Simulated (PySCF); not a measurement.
# C3HF2NO: the cost of one run

Computed with PySCF 2.14.0 and routines of our own; the level stands in each step. Atoms count from 0.

## (1) The starting structure

8 atoms, charge 0, multiplicity 1; geometry from: GFN2-xTB.

## (2) Vibronic structure: TDDFT LC-wPBE/def2-SVP

The job: settings as JSON, then the geometry in Å.

```
{"job": {"kind": "vib", "xc": "LC-wPBE", "basis": "def2-SVP", "tda": false}, "charge": 0, "multiplicity": 1}
O     -2.224788     0.180740    -0.027433
C     -1.046836     0.084698    -0.015043
N     -0.178045    -1.002808     0.048029
C      0.935382    -0.103864     0.008564
F      2.195381    -0.459281     0.038219
C      0.189311     1.000899    -0.055693
F      0.410234     2.307750    -0.124133
H     -0.271581    -1.998723     0.102925
```

With the program's defaults for keys left out, this is: TDDFT LC-wPBE/def2-SVP vertical-gradient vibronic structure (displaced harmonic oscillators, Condon), gas phase.

Started as:

```console
OMP_NUM_THREADS=1 python excited_run.py task.json out
```

The driver reads the jobs from task.json and runs them one after another.

Q: Estimate the wall time and peak memory of this first job on 1 thread of Arm Neoverse V1, shared host.

About 19 s, with a peak of 0.52 GiB.
